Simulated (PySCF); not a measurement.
# CH4ClInSe (SMILES C[Se][InH][Cl]) at 3 levels

We compute a comparison of 3 runs (HF/3-21G, PBE/def2-SVP, r2SCAN/def2-SVPD) of CH4ClInSe. 

The results are computed with PySCF 2.14.0.

## (1) Starting point

CH4ClInSe: 8 atoms, total charge 0, spin state singlet. As SMILES, `C[Se][InH][Cl]`. The coordinates come from a PBE0-D4/def2-TZVP relaxation. This is one conformer, not always the lowest.

Bond lengths: C1–Se2 1.962 Å, Se2–In3 2.475 Å, In3–Cl4 2.344 Å, C1–H5 1.086 Å, C1–H6 1.089 Å, C1–H7 1.086 Å, In3–H8 1.701 Å. Angles: C1–Se2–In3 99.1°, Se2–In3–Cl4 111.2°, Se2–C1–H5 110.5°, Se2–C1–H6 105.6°, Se2–C1–H7 110.3°, Se2–In3–H8 131.3°, Cl4–In3–H8 117.6°, H5–C1–H6 110.0°, H5–C1–H7 110.2°, H6–C1–H7 110.0°.

## (2) Energy and gradient at HF/3-21G (run 1)

run.py reads:

```python
from pyscf import gto, scf

mol = gto.Mole()
mol.atom = '''
C     -0.720742     2.646372    -0.634003
Se     0.788205     1.366083     2.501053
In     1.119474    -3.159244     1.364760
Cl    -0.461282    -3.906442    -2.704765
H     -2.492360     1.685069    -1.023287
H     -1.062215     4.648726    -0.307836
H      0.579390     2.400897    -2.203610
H      2.249341    -5.681462     3.007877
'''
mol.basis = '3-21g'
mol.spin = 0
mol.verbose = 4
mol.unit = 'bohr'
mol.max_memory = 1860
mol.build()

calc0 = scf.RHF(mol)
calc0.conv_tol = 1e-10
calc0.kernel()
if not calc0.converged:
    calc0 = calc0.newton().run(calc0.mo_coeff, calc0.mo_occ)

etot = calc0.e_tot
print('E = %.10f Eh' % etot)
grad = calc0.nuc_grad_method().kernel()
dip = calc0.dip_moment()
pop, q = calc0.mulliken_pop()
```

The run is started by

```bash
$ OMP_NUM_THREADS=1 python run.py
```

Log:

```text
PySCF version 2.14.0

[... 62 lines left out ...]
converged SCF energy = -8600.58134962667
[... 12 lines left out ...]
Dipole moment(X, Y, Z, Debye):  0.76512,  0.26473,  1.87191
[... 92 lines left out ...]
charge of    7H =     -0.18075
```

It took 8.4 s on 1 thread of Intel Xeon at 2.70GHz, shared host; peak memory 0.16 GiB.

## (3) Energy and forces at PBE/def2-SVP (core potential) (run 2)

calc.py reads:

```python
import pyscf.grad
from pyscf import gto, dft

system = gto.Mole()
system.atom = '''
C   -0.381400   1.400400  -0.335500
Se   0.417100   0.722900   1.323500
In   0.592400  -1.671800   0.722200
Cl  -0.244100  -2.067200  -1.431300
H   -1.318900   0.891700  -0.541500
H   -0.562100   2.460000  -0.162900
H    0.306600   1.270500  -1.166100
H    1.190300  -3.006500   1.591700
'''
system.max_memory = 1860
system.verbose = 4
system.ecp = {'In': 'def2-svp'}
system.basis = 'def2-svp'
system.build()

ks = dft.RKS(system)
ks.xc = 'pbe'
ks.conv_tol = 1e-10
ks.grids.level = 5
ks.kernel()
if not ks.converged:
    ks = ks.newton().run(ks.mo_coeff, ks.mo_occ)

e_tot = ks.e_tot
print('Final energy', e_tot)
grad = ks.Gradients().kernel()
ks.analyze()
```

The run is started by

```bash
$ OMP_NUM_THREADS=1 python calc.py
```

Log:

```text
PySCF version 2.14.0

[... 105 lines left out ...]
Two-electron Energy =                 1735.502526635772711
[... 15 lines left out ...]
MO #12  energy= -6.96605309436324  occ= 2
[... 13 lines left out ...]
MO #26  energy= -0.723527173075852 occ= 2
[... 13 lines left out ...]
MO #40  energy= -0.245767108302344 occ= 2
[... 13 lines left out ...]
MO #54  energy= 0.268476072405412  occ= 0
[... 13 lines left out ...]
MO #68  energy= 0.603070803304404  occ= 0
[... 13 lines left out ...]
MO #82  energy= 0.920940020543     occ= 0
[... 13 lines left out ...]
MO #96  energy= 2.10396541301509   occ= 0
[... 13 lines left out ...]
MO #110 energy= 60.9727868540121   occ= 0
[... 121 lines left out ...]
Dipole moment(X, Y, Z, Debye):  0.27365,  0.76100,  0.92229
```

It took 75 s on 1 thread of Intel Xeon at 2.70GHz, shared host; peak memory 1.1 GiB.

## (4) Energy and gradient at r2SCAN/def2-SVPD (core potential) (run 3)

run.py reads:

```python
# C[Se][InH][Cl]
from pyscf import gto, dft

system = gto.M(
    atom='''
C     -0.381400     1.400400    -0.335500
Se     0.417100     0.722900     1.323500
In     0.592400    -1.671800     0.722200
Cl    -0.244100    -2.067200    -1.431300
H     -1.318900     0.891700    -0.541500
H     -0.562100     2.460000    -0.162900
H      0.306600     1.270500    -1.166100
H      1.190300    -3.006500     1.591700
''',
    verbose=3,
    ecp={'In': 'def2-svp'},
    max_memory=1860,
    charge=0,
    basis='def2-svpd',
)

ks = dft.RKS(system)
ks.xc = 'r2scan'
ks.grids.level = 5
ks.conv_tol = 1e-10
ks.kernel()
if not ks.converged:
    ks = ks.newton().run(ks.mo_coeff, ks.mo_occ)

etot = ks.e_tot
print('E = %.10f Eh' % etot)
grad = ks.nuc_grad_method().kernel()
ks.analyze()
```

The run is started by

```bash
$ OMP_NUM_THREADS=1 python run.py
```

Log:

```text
converged SCF energy = -3092.02910034178
[... 17 lines left out ...]
MO #8   energy= -9.35211113785503  occ= 2
[... 17 lines left out ...]
MO #26  energy= -0.758129404243689 occ= 2
[... 17 lines left out ...]
MO #44  energy= -0.0332734517154312 occ= 0
[... 17 lines left out ...]
MO #62  energy= 0.172369622745623  occ= 0
[... 17 lines left out ...]
MO #80  energy= 0.336460360610142  occ= 0
[... 17 lines left out ...]
MO #98  energy= 0.563584213657688  occ= 0
[... 17 lines left out ...]
MO #116 energy= 1.02246638297967   occ= 0
[... 17 lines left out ...]
MO #134 energy= 1.96143045903728   occ= 0
[... 17 lines left out ...]
MO #152 energy= 61.1516196505121   occ= 0
[... 9 lines left out ...]
Dipole moment(X, Y, Z, Debye):  0.36196,  0.78109,  1.13622
```

It took 3.3 min on 1 thread of Intel Xeon at 2.70GHz, shared host; peak memory 1.8 GiB.

## (5) The series

| run | level | core potential | integration grid | energy (Eh) | dipole moment (D) | HOMO energy (eV) | LUMO energy (eV) | wall time |
| --- | --- | --- | --- | --- | --- | --- | --- | --- |
| 1 | HF/3-21G | – | – | -8600.581350 | 2.04 | -9.40 | 0.77 | 8.4 s |
| 2 | PBE/def2-SVP (core potential) | def2-svp | 5 | -3091.393347 | 1.23 | -5.76 | -2.13 | 75 s |
| 3 | r2SCAN/def2-SVPD (core potential) | def2-svp | 5 | -3092.029100 | 1.43 | -6.18 | -2.10 | 3.3 min |

## (6) Outcome

| quantity | value |
| --- | --- |
| run 3: total energy | -3092.02910 Eh |
| run 3: dipole moment | 1.43 D |
| run 3: HOMO energy | -6.18 eV |
| run 3: LUMO energy | -2.10 eV |
| run 3: HOMO–LUMO gap | 4.08 eV |
| run 3: largest force on an atom | 0.551 eV/Å |

In words: The dipole moment (its size) runs from 1.23 D (PBE/def2-SVP) to 2.04 D (HF/3-21G). The two ends differ in method and basis and core potential. The HOMO–LUMO gap runs from 3.64 eV (PBE/def2-SVP) to 10.16 eV (HF/3-21G). Totals of different functionals can't be ranked against each other. Some runs of one species differ in core potentials or relativity; totals across that change don't compare. In run 1 relativity is left out where basis or elements ask for it. All runs together took 4.7 min, the longest 3.3 min.
